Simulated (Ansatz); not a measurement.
# Na: the cost of one run

Method: DFT PBEsol, scalar-relativistic, in Ansatz 0.2.0.

2 further runs of the same task are left out: 2 set aside as unsound or not needed.

## 1. The structure to begin with

It takes space group P6_3/mmc (No. 194, hexagonal). Conventional cell: a = 3.767 Å, b = 3.767 Å, c = 6.154 Å, α = 90.00°, β = 90.00°, γ = 120.00°. Around Na (site symmetry -6m2) lie 12 Na at 3.77 Å.

Coordinates:

```cif
data_structure
_symmetry_space_group_name_H-M 'P6_3/mmc'
_symmetry_Int_Tables_number 194
_cell_length_a 3.7670
_cell_length_b 3.7670
_cell_length_c 6.1540
_cell_angle_alpha 90.000
_cell_angle_beta 90.000
_cell_angle_gamma 120.000
_cell_volume 75.63
loop_
_atom_site_label
_atom_site_type_symbol
_atom_site_symmetry_multiplicity
_atom_site_Wyckoff_symbol
_atom_site_fract_x
_atom_site_fract_y
_atom_site_fract_z
_atom_site_occupancy
Na1 Na 2 c 0.33333 0.66667 0.25000 1
```

The file gives the conventional cell by its symmetry; the runs use the cell typed in the input.

Atoms are numbered in the order of the input: Na1, Na2.

## 2. After the deformation

Space group P6_3/mmc before, P6_3/mmc after.

## 3. LAPW, all electrons

The input, input.yaml:

```yaml
crystal:
  lattice:
    - [3.7670009976, 0.0, 0.0]
    - [-1.8835004988, 3.26231856, 0.0]
    - [0.0, 0.0, 6.33862]
  atoms:
    - { symbol: Na, position: [0.3333333333, 0.6666666667, 0.25] }
    - { symbol: Na, position: [0.6666666667, 0.3333333333, 0.75] }
kpoints:
  mp_grid: { grid: [13, 13, 7] }
  band_path:
    path:
      - [0.0, 0.0, 0.0]
      - [0.5, 0.0, 0.0]
      - [0.3333333333, 0.3333333333, 0.0]
      - [0.0, 0.0, 0.0]
      - [0.0, 0.0, 0.5]
      - [0.5, 0.0, 0.5]
      - [0.3333333333, 0.3333333333, 0.5]
      - [0.0, 0.0, 0.5]
      - [0.5, 0.0, 0.5]
    npoints: 5
scf:
  occupations: { method: fermi_dirac, width: 0.05 }
hamiltonian:
  xc: pbesol
  pseudopotentials: { kind: all_electron, lapw: { basis_error: 0.00025 } }
output:
  forces: true
  stress: true
  eigenvalues: true
```

Command:

```sh
ansatz run input.yaml --threads 1 --pin off --max-ram 3072MiB --backend cpu --events-out ev --progress --plain --runs-dir out
```

**Question.** How long does this run take on 1 thread of Intel Xeon 6975P-C (Granite Rapids), shared host, and how much memory does it need?

About 3.9 s, with a peak of 0.3 GiB.
